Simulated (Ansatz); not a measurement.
**CH2AlClO: how energies converge with the basis set**

One table from this session's results is given with a row withheld; the runs are named, their logs left out.

The runs use Ansatz 0.2.0, Gaussian basis; one geometry, several basis sets.

Plan: PBE0-D4/def2-SVP; ωB97M-V/def2-SVP; PBE0-D4/def2-QZVPP; ωB97M-V/def2-QZVPP; the functionals' def2-TZVPP values are taken from earlier runs.

## The geometry

The geometry comes from an earlier relaxation with PBE0-D4 in a triple-zeta def2 set; it is a stationary point.

SMILES `[Cl][Al]1[CH2][O]1`, 6 atoms, charge 0, spin multiplicity 1.

Atoms are counted from 1 here; the program's logs count them from 0.

Bond lengths: Cl1–Al2 2.065 Å, Al2–C3 1.870 Å, Al2–O4 1.694 Å, C3–O4 1.500 Å, C3–H5 1.090 Å, C3–H6 1.090 Å. Angles: Cl1–Al2–C3 170.3°, Cl1–Al2–O4 140.3°, C3–Al2–O4 49.5°, Al2–C3–O4 59.1°, Al2–C3–H5 123.5°, Al2–C3–H6 123.5°, O4–C3–H5 112.5°, O4–C3–H6 112.5°, H5–C3–H6 111.3°, Al2–O4–C3 71.4°.

As a file:

```xyz
6

Cl   -2.1208   -2.1493    0.4468
Al   -0.6829   -0.7070    0.1038
C     0.6244    0.6303    0.1088
O     0.1418    0.0306   -1.1786
H     1.6819    0.4377    0.2883
H     0.3977    1.6935    0.1847
```

Set-up of the first run:

in.yaml reads:

```yaml
crystal:
  periodic: [false, false, false]
  atoms:
    - {symbol: Cl, position_ang: [-2.120755, -2.149256, 0.446810]}
    - {symbol: Al, position_ang: [-0.682921, -0.707001, 0.103800]}
    - {symbol: C, position_ang: [0.624389, 0.630282, 0.108767]}
    - {symbol: O, position_ang: [0.141768, 0.030611, -1.178593]}
    - {symbol: H, position_ang: [1.681917, 0.437727, 0.288273]}
    - {symbol: H, position_ang: [0.397702, 1.693535, 0.184744]}
basis:
  gaussian: {orbitals: def2-SVP}
hamiltonian: {xc: pbe0, dispersion: d4}
output: {orbitals: {seedname: orbitals}}
```

On the command line:

```console
$ ansatz run in.yaml --threads 2 --pin off --events-out ev --progress --plain --max-ram 4352MiB
```

Steps of the session up to this table: PBE0-D4 in def2-SVP; ωB97M-V in def2-SVP; PBE0-D4 in def2-QZVPP; ωB97M-V in def2-QZVPP.

One of the session's tables, all rows but one given; the rest of the session is left out.

It belongs to the step «Density functionals: the series». 

| functional | basis | HOMO (eV) | LUMO (eV) |
| --- | --- | --- | --- |
| PBE0-D4 | def2-SVP | -6.76 | -1.44 |
| PBE0-D4 | def2-TZVPP | -6.85 | -1.55 |
| PBE0-D4 | def2-QZVPP | -6.88 | -1.62 |
| ωB97M-V | def2-SVP | -8.98 | 0.38 |
| ωB97M-V | def2-TZVPP | ? | ? |
| ωB97M-V | def2-QZVPP | -9.12 | 0.02 |

Q: Estimate the row for ωB97M-V, def2-TZVPP from the others.

As computed: HOMO (eV): -9.09; LUMO (eV): 0.21. In the column «HOMO (eV)» it lies between ωB97M-V, def2-QZVPP (-9.12) and ωB97M-V, def2-SVP (-8.98).
